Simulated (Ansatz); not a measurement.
# CH6Cl2O2Si2: up Jacob's ladder to CCSD(T)

The task here is to estimate one member of a computed series from the others.

Computed with Ansatz 0.2.0, Gaussian basis. Level: functionals in def2-TZVPP, the program's frozen cores in correlated methods.

Plan: PBE-D4, r2SCAN-D4, PBE0-D4, B3LYP-D4, ωB97X-V, ωB97M-V, B2PLYP; CCSD(T)/def2-TZVPP; MP2/def2-QZVPP; extrapolation to the limit.

## The relaxed structure

An earlier PBE0-D4 in a triple-zeta def2 set relaxation fixed the geometry.

SMILES `O[Si](O)(Cl)C[SiH2]Cl`, 13 atoms, charge 0, spin multiplicity 1.

Atoms are counted from 1 here; the program's logs count them from 0.

Bond lengths: O1–Si2 1.624 Å, O1–H8 0.959 Å, Si2–O3 1.628 Å, Si2–Cl4 2.064 Å, Si2–C5 1.849 Å, O3–H9 0.961 Å, C5–Si6 1.859 Å, C5–H10 1.097 Å, C5–H11 1.095 Å, Si6–Cl7 2.074 Å, Si6–H12 1.479 Å, Si6–H13 1.482 Å. Angles: Si2–O1–H8 118.1°, O1–Si2–O3 108.2°, O1–Si2–Cl4 110.1°, O1–Si2–C5 108.1°, O3–Si2–Cl4 108.8°, O3–Si2–C5 113.5°, Cl4–Si2–C5 108.1°, Si2–O3–H9 116.8°, Si2–C5–Si6 116.4°, Si2–C5–H10 108.4°, Si2–C5–H11 107.7°, Si6–C5–H10 107.3°, Si6–C5–H11 109.3°, H10–C5–H11 107.5°, C5–Si6–Cl7 109.8°, C5–Si6–H12 111.8°, C5–Si6–H13 111.5°, Cl7–Si6–H12 107.0° and more.

Set-up of the first run:

Contents of in.yaml:

```yaml
crystal:
  periodic: [false, false, false]
  atoms:
    - {symbol: O, position_ang: [0.077486, 0.212060, -2.617236]}
    - {symbol: Si, position_ang: [-0.127109, -0.391983, -1.123332]}
    - {symbol: O, position_ang: [0.811709, -1.713696, -0.975228]}
    - {symbol: Cl, position_ang: [-2.096982, -0.941858, -0.842371]}
    - {symbol: C, position_ang: [0.275565, 0.939787, 0.094813]}
    - {symbol: Si, position_ang: [-0.161484, 0.596199, 1.868492]}
    - {symbol: Cl, position_ang: [0.455651, -1.315703, 2.384846]}
    - {symbol: H, position_ang: [-0.025514, -0.382468, -3.362567]}
    - {symbol: H, position_ang: [0.778012, -2.176236, -0.133341]}
    - {symbol: H, position_ang: [-0.256849, 1.851874, -0.200513]}
    - {symbol: H, position_ang: [1.348597, 1.146410, 0.019876]}
    - {symbol: H, position_ang: [-1.621339, 0.656987, 2.096514]}
    - {symbol: H, position_ang: [0.542267, 1.518635, 2.790037]}
basis:
  gaussian: {orbitals: def2-TZVPP}
hamiltonian: {xc: pbe, dispersion: d4}
output: {forces: true, orbitals: {seedname: orbitals}}
```

Command:

```
ansatz run in.yaml --threads 2 --pin off --events-out ev --progress --plain --max-ram 22528MiB --backend cuda --devices 0, --max-vram 18GiB
```

Steps of the session up to this table: PBE-D4 (GGA); r2SCAN-D4 (meta-GGA); PBE0-D4 (hybrid); B3LYP-D4 (hybrid); ωB97X-V (range-separated); ωB97M-V (range-separated); B2PLYP (double hybrid); CCSD(T) in def2-TZVPP; MP2 in def2-QZVPP.

One of the session's tables, all rows but one given; the rest of the session is left out.

It belongs to the step «Atomisation energies». 

```
            method  atomisation energy (kJ/mol)
            PBE-D4                            ?
         r2SCAN-D4                       4886.9
           PBE0-D4                       4840.9
          B3LYP-D4                       4828.5
           ωB97X-V                       4888.8
           ωB97M-V                       4894.2
            B2PLYP                       4787.3
     HF/def2-TZVPP                       3572.7
    MP2/def2-TZVPP                       4860.5
   CCSD/def2-TZVPP                       4662.4
CCSD(T)/def2-TZVPP                       4737.5
           MP2/CBS                       5012.2
       CCSD(T)/CBS                       4889.2
```

Q: Estimate the row for PBE-D4 from the others.

The run gave: atomisation energy (kJ/mol): 4909.1. In the column «atomisation energy (kJ/mol)» it lies between ωB97M-V (4894.2) and MP2/CBS (5012.2).

Caveats from the session: Free atoms (2 O, 2 Si, 2 Cl, 1 C, 6 H) were run apart at each level; the atomisation energy is their sum less the molecule, without zero-point or spin-orbit terms.
